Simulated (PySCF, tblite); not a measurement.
# C7H8GeO2: geometry, infrared bands and NMR shifts

Wanted: the infrared bands and NMR shifts of C7H8GeO2 (`C#CCc1occc1[O][GeH3]`), by calculation.

Programs: tblite 0.8.0 and PySCF 2.14.0, with density-fitted response routines of our own. Each step states its level of theory. These are calculated values for one molecule in the gas phase, unless marked as measured. Atoms count from 0, in the outputs and in this text.

### Step 1. The molecule as given

18 atoms, charge 0, multiplicity 1; geometry from: force field or distance geometry start.

Bonds of the start (Å): C0–C1 1.39, C1–C2 1.18, C2–C3 1.46, C3–O4 1.31, O4–C5 1.31, C5–C6 1.33, C6–C7 1.38, C7–O8 1.28, O8–Ge9 1.75, C7–C3 1.42, C0–H10 1.05, C2–H11 1.31, C2–H12 1.23, C5–H13 1.10, C6–H14 1.09, Ge9–H15 1.58, Ge9–H16 1.58, Ge9–H17 1.53.

### Step 2. Geometry optimisation with GFN2-xTB

What the job is given:

```
{"job": {"kind": "relax", "xc": "GFN2-xTB", "basis": "xTB"}, "charge": 0, "multiplicity": 1}
C      3.054500    -2.203400     0.171800
C      2.119400    -1.227100    -0.154100
C      1.334600    -0.399900    -0.439500
C      0.662600     0.804500     0.051800
O      1.263900     1.941200     0.296300
C      0.408800     2.843800     0.718800
C     -0.786000     2.252900     0.772900
C     -0.710400     0.935500     0.375600
O     -1.704300     0.123200     0.325500
Ge    -2.312600    -1.472300    -0.070600
H      3.741600    -2.951900     0.419300
H      0.259100    -1.134000    -0.592200
H      1.336300    -0.142100    -1.638900
H      0.716600     3.881400     0.940600
H     -1.743000     2.695700     1.050500
H     -1.640800    -1.935600    -1.422300
H     -3.852500    -1.426800    -0.422600
H     -2.156800    -2.578700     0.980700
```

Run with:

```console
$ OMP_NUM_THREADS=1 python probes_run.py task.json out
```

The driver reads the jobs from task.json and runs them one after another.

**Question.** This job is followed by: GFN2-xTB harmonic vibrations, gas phase; GIAO PBE0/pcSseg-1 NMR shielding, non-relativistic, gas phase. What will the session give for the following? strongest single infrared mode (GFN2-xTB); zero-point energy (GFN2-xTB); ¹³C shifts against TMS (PBE0/pcSseg-1); ¹H shifts against TMS (PBE0/pcSseg-1, means over atoms taken as alike); ¹⁷O shifts against H2O (PBE0/pcSseg-1); ⁷³Ge shifts against GeMe4 (PBE0/pcSseg-1).

**Answer**, as computed:

| quantity | value |
| --- | --- |
| strongest single infrared mode (GFN2-xTB) | 1996 cm⁻¹, 421 km/mol |
| zero-point energy (GFN2-xTB) | 75.4 kcal/mol |
| ¹³C shifts against TMS (PBE0/pcSseg-1) | 152.2, 143.3, 137.0, 115.0, 87.0, 78.7, 19.7 ppm |
| ¹H shifts against TMS (PBE0/pcSseg-1, means over atoms taken as alike) | 7.16, 6.47, 5.39, 3.70, 1.70 ppm |
| ¹⁷O shifts against H2O (PBE0/pcSseg-1) | 278.2, 47.0 ppm |
| ⁷³Ge shifts against GeMe4 (PBE0/pcSseg-1) | -75 ppm |

Relaxing lowered the energy by 5.148 eV in 161 steps; the close pair that moved most is C1–C2, from 1.175 to 1.453 Å. All 48 modes are real, so the xTB geometry is a minimum. The strongest single mode, at 1996 cm⁻¹, moves mainly H17. Unscaled tight-binding wavenumbers are off by several per cent, some by more. Its intensities can rank the bands wrongly. At PBE0/pcSseg-1: The widest tensor belongs to Ge9: span 349 ppm, with a paramagnetic part of -1351 ppm. NICS(1)zz of -23 ppm above the planar ring from C3 marks a diatropic (aromatic) ring current. Spin-orbit coupling is left out, which matters for shieldings and couplings at and beside the heavy atoms.
